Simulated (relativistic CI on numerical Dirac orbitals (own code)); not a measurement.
# W³⁺: one ion under different settings

How much do the settings matter for W³⁺? One ion, several inputs.

Method: Dirac-Coulomb-Breit CI, KLI orbitals optimised for each configuration, model QED (radiative potential, 1s self-energy scaled to tabulated hydrogen-like ionisation energies), numerical settings as typed. Code: relativistic CI on numerical Dirac orbitals (own code) version 3.

## 1. What is computed

```
ion            : W³⁺ (W IV)
nuclear charge : 74
electrons      : 71
isotope        : A = 184
```

## 2. Usual settings

Settings of the run:

```ini
atom W  Z=74  charge=3  electrons=71
nucleus A=184  rms_radius_fm=5.3658
hamiltonian dirac-coulomb  breit=on  qed=on  c_scale=1
orbitals kli  potential=per-configuration
slater_scale 1
correlation none
mixing on
grid step=0.0125 r_max=64.9
scf mixing=0.4 start=green max_iterations=150 tolerance=2e-08 node_fill=0.05
configurations
  [Xe] 4f14 5d3
  [Xe] 4f14 5d2 6s
end
```

Started as:

```sh
$ python run_levels.py task.json out
```

task.json lists these runs, among others, and the program works through them in turn.

## 3. QED terms off, nuclear radius 5.9024

Changes to the settings of step 2:

```diff
@@ -1,4 +1,4 @@
 atom W  Z=74  charge=3  electrons=71
-nucleus A=184  rms_radius_fm=5.3658
-hamiltonian dirac-coulomb  breit=on  qed=on  c_scale=1
+nucleus A=184  rms_radius_fm=5.9024
+hamiltonian dirac-coulomb  breit=on  qed=off  c_scale=1
 orbitals kli  potential=per-configuration
```

## 4. Breit term off, tolerance 1e-06, speed-of-light factor 1.25

Settings of the run:

```ini
atom W  Z=74  charge=3  electrons=71
nucleus A=184  rms_radius_fm=5.3658
hamiltonian dirac-coulomb  breit=off  qed=on  c_scale=1.25
orbitals kli  potential=per-configuration
slater_scale 1
correlation none
mixing on
grid step=0.0125 r_max=64.9
scf mixing=0.4 start=green max_iterations=150 tolerance=1e-06 node_fill=0.05
configurations
  [Xe] 4f14 5d3
  [Xe] 4f14 5d2 6s
end
```

## 5. Potential mixing 0.05, grid step 0.02

Settings of the run:

```ini
atom W  Z=74  charge=3  electrons=71
nucleus A=184  rms_radius_fm=5.3658
hamiltonian dirac-coulomb  breit=on  qed=on  c_scale=1
orbitals kli  potential=per-configuration
slater_scale 1
correlation none
mixing on
grid step=0.02 r_max=64.9
scf mixing=0.05 start=green max_iterations=150 tolerance=2e-08 node_fill=0.05
configurations
  [Xe] 4f14 5d3
  [Xe] 4f14 5d2 6s
end
```

## 6. Node fill 0.2, speed-of-light factor 2, iteration limit 20

Settings of the run:

```ini
atom W  Z=74  charge=3  electrons=71
nucleus A=184  rms_radius_fm=5.3658
hamiltonian dirac-coulomb  breit=on  qed=on  c_scale=2
orbitals kli  potential=per-configuration
slater_scale 1
correlation none
mixing on
grid step=0.0125 r_max=64.9
scf mixing=0.4 start=green max_iterations=20 tolerance=2e-08 node_fill=0.2
configurations
  [Xe] 4f14 5d3
  [Xe] 4f14 5d2 6s
end
```

## 7. Nuclear radius 536.58

Settings of the run:

```ini
atom W  Z=74  charge=3  electrons=71
nucleus A=184  rms_radius_fm=536.5800
hamiltonian dirac-coulomb  breit=on  qed=on  c_scale=1
orbitals kli  potential=per-configuration
slater_scale 1
correlation none
mixing on
grid step=0.0125 r_max=64.9
scf mixing=0.4 start=green max_iterations=82 tolerance=2e-08 node_fill=0.05
configurations
  [Xe] 4f14 5d3
  [Xe] 4f14 5d2 6s
end
```

(Steps that only read results are left out.)

Q: Predict the outcome of this session. Wanted: lowest level, usual settings; total energy; first excitation.

As calculated:

| setting | total energy less usual (Ha) | largest shift of a level among the lowest eight of both runs, same label and place (cm⁻¹) | SCF iterations | time | lowest level | kind of change |
| --- | --- | --- | --- | --- | --- | --- |
| usual | 0 | 0 | 25 | 0.55 s | 5d3 4F3/2 | - |
| QED terms off, nuclear radius 5.9024 | -11.2 | 24.2 | 25 | 0.51 s | 5d3 4F3/2 | unphysical constant |
| Breit term off, tolerance 1e-06, speed-of-light factor 1.25 | 325 | 2560 | 23 | 0.55 s | 5d3 4F3/2 | unphysical constant |
| potential mixing 0.05, grid step 0.02 | 0.000209 | 0 | 37 | 0.34 s | 5d3 4F3/2 | numerical |
| node fill 0.2, speed-of-light factor 2, iteration limit 20 | 658 | 6080 | 25 | 0.41 s | 5d3 4F3/2 | unphysical constant |
| nuclear radius 536.58 | 1.91e+03 | 1930 | 25 | 0.44 s | 5d3 4F3/2 | unsound |

| quantity | value |
| --- | --- |
| lowest level, usual settings | 5d3 4F3/2 |
| total energy | -16125.6844 Ha |
| first excitation | 2840.1 cm⁻¹ |

In words: Among the runs whose levels can be followed, they move most under «node fill 0.2, speed-of-light factor 2, iteration limit 20» (unphysical constant), by up to 6080 cm⁻¹. Only the listed configurations are in the model. In a near-neutral ion this small CI can misplace whole configurations by 10,000 cm⁻¹ or more, above all where the count of f electrons changes.
